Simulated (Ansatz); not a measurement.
# BGeP (triplet): the correlation ladder at a displaced geometry (v2), cc-pVDZ

The task here is to estimate one member of a computed series from the others.

The runs use Ansatz 0.2.0, Gaussian basis; cc-pVDZ, core rule «outside noble gas», up to 20 orbitals frozen.

Plan: UHF; CCSD(T) on ROHF; CCSD(T) on UHF; BCCD(T) on ROHF; CISD; CCSDT(Q) on ROHF; CCSDT(Q) on UHF.

32 further runs of the same task are left out: 3 for a known fault of the program, 12 that didn't finish, 17 set aside as unsound or not needed.

**What is computed**

The geometry is a PBE0/def2-TZVP stationary point (not a proven minimum) with its atoms shifted at random (size 0.100 Å). No spin-orbit coupling is included. The filled d shell of Ge may be among the frozen orbitals whatever the setting's name suggests; the logs give the count.

3 atoms, charge 0, spin multiplicity 3.

Atoms are counted from 1 here; the program's logs count them from 0.

Bond lengths: B1–Ge2 2.202 Å, B1–P3 1.766 Å, Ge2–P3 2.243 Å. Angles: Ge2–B1–P3 67.8°, B1–Ge2–P3 46.8°, B1–P3–Ge2 65.4°.

Coordinates:

```xyz
3
charge 0, multiplicity 3
B     0.1286   -1.3556   -0.9135
Ge   -0.0363    0.0655    0.7610
P     0.0403    0.3195   -1.4660
```

The first run:

Contents of in.yaml:

```yaml
crystal:
  periodic: [false, false, false]
  atoms:
    - {symbol: B, position_ang: [0.128556, -1.355620, -0.913468]}
    - {symbol: Ge, position_ang: [-0.036318, 0.065518, 0.761049]}
    - {symbol: P, position_ang: [0.040302, 0.319508, -1.465987]}
basis:
  gaussian: {orbitals: cc-pVDZ}
magnetization: {spin_polarized: true, initial_magnetization: 2}
hamiltonian: {xc: hf}
output: {orbitals: {seedname: orbitals}}
```

Run with:

```
$ ansatz run in.yaml --threads 1 --pin off --events-out ev --progress --plain --max-ram 2393MiB
```

Among the steps run: UHF; CCSD(T) on ROHF; CCSD(T) on UHF; BCCD(T) on ROHF; CISD; CCSDT(Q) on ROHF; CCSDT(Q) on UHF.

One of the session's tables, all rows but one given; the rest of the session is left out.

```
   method  from UCCSDT(Q) (kJ/mol)
     ROHF                   +758.2
      UHF                        ?
     RMP2                   +115.1
     UMP2                   +124.4
     CISD                   +126.4
    RCCSD                    +51.5
    UCCSD                    +50.6
 RCCSD(T)                     +7.7
 UCCSD(T)                     +8.3
  BCCD(T)                     +7.4
   RCCSDT                     +4.5
   UCCSDT                     +4.3
RCCSDT(Q)                     +0.6
UCCSDT(Q)                        0
```

**Question.** Estimate the row for UHF.

The run gave: from UCCSDT(Q) (kJ/mol): +738.2. In the column «from UCCSDT(Q) (kJ/mol)» it lies between CISD (+126.4) and ROHF (+758.2).

Caveats from the session: Restricted and unrestricted rows rest on different reference determinants; where their highest levels disagree by more than a few hundredths of an eV, they describe different states and don't form one ladder.
